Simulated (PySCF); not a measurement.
# InBr: from the state search to spectroscopic constants

What are the lowest state that PBE0 finds, the bond length, vibrational wavenumber and bond energy of InBr, and how much do these hang on the method?

Computed with PySCF 2.14.0. Level: In def2-TZVPPD with ECP28, Br def2-TZVPPD, scalar-relativistic core potentials.

## Step 1: Input

Settings of the job:

```yaml
atoms: In, Br
charge: 0
basis: In def2-TZVPPD with ECP28, Br def2-TZVPPD
Hamiltonian: scalar-relativistic core potentials
basis_functions: 113
electrons_treated: 56
masses_in_u: 114.9039, 78.9183
levels: PBE0, PBE, r²SCAN, BLYP, MN15, r²SCANh, B2PLYP, TPSSh, ωB97X, HF, MP2, SCS-MP2, CCSD, CCSD(T)
grid: 80 radial by 434 angular points
occupations: held fixed by the projection of orbital angular momentum
dissociation_limit: In + Br, each in its ground configuration
starting_distance_in_angstrom: 2.505
values_of_2S_to_try: 0, 2
```

Run with:

```bash
> OMP_NUM_THREADS=2 python dia.py task.json out
```

Further steps of the session: First curve: PBE0; Excited determinants; PBE (GGA); r²SCAN; BLYP (GGA); MN15 (hybrid meta-GGA); r²SCANh; B2PLYP; TPSSh (hybrid meta-GGA); ωB97X (range-separated hybrid); RHF (mean field); Correlated methods on the Hartree–Fock reference.

**Question.** What will these runs give? Wanted: for each run, Re; ωe; De; μ.

The runs gave:

Lowest PBE0 solution found, without spin–orbit coupling: ¹Σ⁺ (singlet), closed shell. State 2 has its PBE0 minimum 3.27 eV higher. The other levels ran on the lowest alone.

| level | Re (Å) | ωe (cm⁻¹) | De (eV) | μ (D) |
| --- | --- | --- | --- | --- |
| RHF | 2.593 | 212.0 | 3.10 | -3.88 |
| RHF-MP2 | 2.550 | 223.5 | 4.31 | n/a |
| RHF-SCS-MP2 | 2.565 | 219.0 | 4.16 | n/a |
| RHF-CCSD | 2.562 | 220.8 | 4.01 | n/a |
| RHF-CCSD(T) | 2.562 | 221.1 | 4.13 | n/a |
| PBE | 2.590 | 209.5 | 4.29 | -3.61 |
| BLYP | 2.624 | 200.3 | 4.11 | -3.86 |
| r²SCAN | 2.563 | 219.4 | 4.29 | -3.44 |
| TPSSh | 2.577 | 213.9 | 4.24 | -3.62 |
| r²SCANh | 2.559 | 220.8 | 4.24 | -3.48 |
| PBE0 | 2.567 | 217.1 | 4.19 | -3.62 |
| MN15 | 2.558 | 217.8 | 4.11 | -3.65 |
| ωB97X | 2.561 | 218.4 | 4.24 | -3.69 |
| B2PLYP | 2.577 | 215.0 | 4.16 | -3.83 |

De is counted to In + Br in their ground configurations. A positive dipole means In(−)Br(+).

Differences from CCSD(T) in the same basis:

| level | Re (mÅ) | ωe (%) |
| --- | --- | --- |
| RHF | +31 | -4.1 |
| RHF-MP2 | -12 | +1.1 |
| RHF-SCS-MP2 | +3 | -1.0 |
| RHF-CCSD | 0 | -0.1 |
| PBE | +28 | -5.2 |
| BLYP | +63 | -9.4 |
| r²SCAN | +2 | -0.8 |
| TPSSh | +15 | -3.2 |
| r²SCANh | -3 | -0.1 |
| PBE0 | +5 | -1.8 |
| MN15 | -4 | -1.5 |
| ωB97X | 0 | -1.2 |
| B2PLYP | +16 | -2.8 |

**Reading.** Judged by CCSD(T) in the same basis: best bond length RHF-CCSD and ωB97X (0 mÅ), worst BLYP (+63 mÅ); best wavenumber RHF-CCSD and r²SCANh (-0.1 %), worst BLYP (-9.4 %). Among the levels with a De in the table, it runs from 3.10 eV (RHF) to 4.31 eV (RHF-MP2).

Correlated steps freeze 13 core orbitals. Spin–orbit coupling is left out, which matters for elements this heavy, above all for dissociation energies. B2PLYP dipoles, levels and charges come from its SCF part alone.
